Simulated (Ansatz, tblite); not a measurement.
# Ge6H12 ring rod (Ge6N4H16): one state, many levels

The task here is to estimate one member of a computed series from the others.

Computed with Ansatz 0.2.0, Gaussian basis. Level: as each input shows.

Plan: GFN1-xTB, GFN2-xTB, PBE-D4/def2-SVP, r2SCAN-D4/def2-SVP, HF/6-31G, B3LYP-D4/6-31G.

9 further runs of the same task are left out: 7 that didn't finish, 2 set aside as unsound or not needed.

### The structure

The geometry is that of the singlet, from an earlier relaxation (r2SCAN-D4/def2-SVP).

26 atoms, charge 0, spin multiplicity 1.

Bond lengths: Ge1–Ge4 2.424 Å, Ge1–Ge6 2.433 Å, Ge1–H11 1.540 Å, Ge1–H12 1.542 Å, Ge2–Ge5 2.426 Å, Ge2–Ge6 2.435 Å, Ge2–N7 1.872 Å, Ge2–H15 1.551 Å, Ge3–Ge4 2.455 Å, Ge3–Ge5 2.428 Å, Ge3–H16 1.547 Å, Ge3–H17 1.546 Å, Ge4–N8 1.843 Å, Ge4–H20 1.545 Å, Ge5–N9 1.878 Å, Ge5–H23 1.557 Å, Ge6–N10 1.869 Å, Ge6–H26 1.546 Å and more. Angles: Ge4–Ge1–Ge6 102.6°, Ge4–Ge1–H11 111.9°, Ge4–Ge1–H12 111.2°, Ge6–Ge1–H11 112.4°, Ge6–Ge1–H12 110.6°, H11–Ge1–H12 108.1°, Ge5–Ge2–Ge6 102.7°, Ge5–Ge2–N7 100.4°, Ge5–Ge2–H15 115.8°, Ge6–Ge2–N7 108.2°, Ge6–Ge2–H15 114.1°, N7–Ge2–H15 114.3°, Ge4–Ge3–Ge5 113.8°, Ge4–Ge3–H16 110.5°, Ge4–Ge3–H17 111.3°, Ge5–Ge3–H16 107.1°, Ge5–Ge3–H17 107.6°, H16–Ge3–H17 106.2° and more.

Coordinates:

```xyz
26
charge 0, multiplicity 1
Ge   -0.5337   -0.1407    2.7575
Ge    2.2509   -0.3103    0.0095
Ge   -0.7328    2.5506   -0.1279
Ge   -2.0605    1.1860    1.4219
Ge    0.9959    1.3067   -1.2929
Ge    0.4946   -1.5959    1.1008
N     2.9768   -1.3585   -1.3614
N    -3.1702   -0.0657    0.6474
N     0.1269    0.0375   -2.3710
N    -0.8245   -1.9444   -0.1769
H    -1.2687   -0.9297    3.8566
H     0.5307    0.7466    3.4343
H     3.7654   -0.8972   -1.8178
H     3.3184   -2.2605   -1.0283
H     3.3027    0.2802    0.9851
H    -1.6427    3.1833   -1.2080
H    -0.0479    3.7275    0.6036
H    -3.7468    0.3045   -0.1089
H    -2.6086   -0.8497    0.2842
H    -2.9326    2.1617    2.2432
H    -0.4106    0.4437   -3.1375
H     0.8219   -0.5985   -2.7722
H     1.9018    2.2563   -2.1306
H    -0.6638   -1.3613   -1.0153
H    -0.8077   -2.9214   -0.4711
H     0.9654   -2.9510    1.6758
```

PBE0-D4/def2-SVP was run before; its log isn't repeated, and its numbers join the tables.

The first run:

Tight binding, by tblite at 300 K electronic temperature and without a spin-polarisation term:

```python
tblite.interface.Calculator('GFN1-xTB', numbers, positions, charge=0, uhf=0).singlepoint()
```

Tight binding, by tblite at 300 K electronic temperature and without a spin-polarisation term:

```python
tblite.interface.Calculator('GFN2-xTB', numbers, positions, charge=0, uhf=0).singlepoint()
```

start.molden holds the orbitals of an earlier run on this state, given as this run's starting guess.

in.yaml

```yaml
crystal:
  periodic: [false, false, false]
  atoms:
    - {symbol: Ge, position_ang: [-0.533654, -0.140653, 2.757470]}
    - {symbol: Ge, position_ang: [2.250943, -0.310258, 0.009479]}
    - {symbol: Ge, position_ang: [-0.732840, 2.550588, -0.127937]}
    - {symbol: Ge, position_ang: [-2.060491, 1.185977, 1.421891]}
    - {symbol: Ge, position_ang: [0.995885, 1.306723, -1.292943]}
    - {symbol: Ge, position_ang: [0.494612, -1.595901, 1.100758]}
    - {symbol: N, position_ang: [2.976758, -1.358472, -1.361423]}
    - {symbol: N, position_ang: [-3.170227, -0.065654, 0.647417]}
    - {symbol: N, position_ang: [0.126851, 0.037510, -2.370996]}
    - {symbol: N, position_ang: [-0.824463, -1.944412, -0.176907]}
    - {symbol: H, position_ang: [-1.268667, -0.929668, 3.856628]}
    - {symbol: H, position_ang: [0.530656, 0.746588, 3.434319]}
    - {symbol: H, position_ang: [3.765446, -0.897161, -1.817781]}
    - {symbol: H, position_ang: [3.318363, -2.260454, -1.028294]}
    - {symbol: H, position_ang: [3.302740, 0.280220, 0.985124]}
    - {symbol: H, position_ang: [-1.642748, 3.183299, -1.207982]}
    - {symbol: H, position_ang: [-0.047940, 3.727455, 0.603614]}
    - {symbol: H, position_ang: [-3.746818, 0.304549, -0.108869]}
    - {symbol: H, position_ang: [-2.608579, -0.849673, 0.284203]}
    - {symbol: H, position_ang: [-2.932649, 2.161652, 2.243178]}
    - {symbol: H, position_ang: [-0.410611, 0.443721, -3.137534]}
    - {symbol: H, position_ang: [0.821857, -0.598493, -2.772152]}
    - {symbol: H, position_ang: [1.901762, 2.256270, -2.130588]}
    - {symbol: H, position_ang: [-0.663839, -1.361275, -1.015322]}
    - {symbol: H, position_ang: [-0.807734, -2.921449, -0.471111]}
    - {symbol: H, position_ang: [0.965399, -2.951038, 1.675769]}
basis:
  gaussian: {orbitals: def2-SVP, initial_orbitals: start.molden}
hamiltonian: {xc: pbe, dispersion: d4}
scf: {omitted_lower_state_checks: [starts]}
output: {orbitals: {seedname: orbitals}}
```

On the command line:

```console
$ ansatz run in.yaml --threads 4 --pin off --events-out ev --progress --plain --max-ram 6963MiB
```

Among the steps run: PBE-D4/def2-SVP; r2SCAN-D4/def2-SVP; HF/6-31G; B3LYP-D4/6-31G.

One of the session's tables, all rows but one given; the rest of the session is left out.

It belongs to the step «Binding energy». 

| level | binding an atom (eV) |
| --- | --- |
| HF/6-31G | 1.879 |
| PBE-D4/def2-SVP | 3.160 |
| r2SCAN-D4/def2-SVP | 3.114 |
| B3LYP-D4/6-31G | ? |
| PBE0-D4/def2-SVP | 3.111 |

Estimate the missing values for B3LYP-D4/6-31G.

As computed: binding an atom (eV): 3.016. In the column «binding an atom (eV)» it lies between HF/6-31G (1.879) and PBE0-D4/def2-SVP (3.111).

To keep in mind: Free atoms were run apart at each level; binding is atoms less cluster, divided by the number of atoms, without zero-point or spin-orbit terms.
